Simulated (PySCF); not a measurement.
# A diatomic session: SrIn

One table from this session's results is given with a row withheld; the runs are named, their logs left out.

Program: PySCF 2.14.0. Level of theory: Sr def2-SVPD with ECP28, In def2-SVPD with ECP28, scalar-relativistic core potentials. These are calculated values, not measurements.

The first run:

Settings of the job:

* atoms: Sr, In
* charge: 0
* basis: Sr def2-SVPD with ECP28, In def2-SVPD with ECP28
* Hamiltonian: scalar-relativistic core potentials
* basis functions: 58
* electrons treated: 31
* masses in u: 87.9056, 114.9039
* levels: PBE0, PBE, r²SCAN, TPSSh, B3LYP, LDA, ωB97X, HF, MP2, SCS-MP2
* grid: 80 radial by 434 angular points
* occupations: held fixed by the projection of orbital angular momentum
* dissociation limit: Sr + In, each in its ground configuration
* starting distance in angstrom: 3.100
* values of 2S to try: 1, 3

The run is started by

```
OMP_NUM_THREADS=1 python dia.py task.json out
```

Among the steps run: The job; The PBE0 curve of the state that the search chose; Higher solutions at PBE0; PBE (GGA); r²SCAN (meta-GGA); TPSSh; B3LYP (global hybrid GGA); LDA (local density); ωB97X (range-separated hybrid); ROHF (mean field).

One table of the session follows, with a row left open; its other results are not shown here.

```
       level  Re (Å)  ωe (cm⁻¹)  De (eV)  μ (D)
        ROHF   4.140       29.3    0.039  -1.55
    ROHF-MP2   3.506       82.9    0.388    n/a
ROHF-SCS-MP2   3.563       74.4    0.299    n/a
         LDA   3.336      105.7     0.89  -2.58
         PBE   3.438       95.6     0.68  -2.43
      r²SCAN       ?          ?        ?      ?
       TPSSh   3.430       97.3     0.62  -2.63
       B3LYP   3.494       86.6    0.441  -2.51
        PBE0   3.446       94.1     0.57  -2.69
       ωB97X   3.528       75.9    0.329  -2.39
```

**Question.** Estimate the row for r²SCAN.

As computed: Re (Å): 3.410; ωe (cm⁻¹): 101.3; De (eV): 0.72; μ (D): -2.92. In the column «Re (Å)» it lies between LDA (3.336) and TPSSh (3.430).

De is counted to Sr + In in their ground configurations.
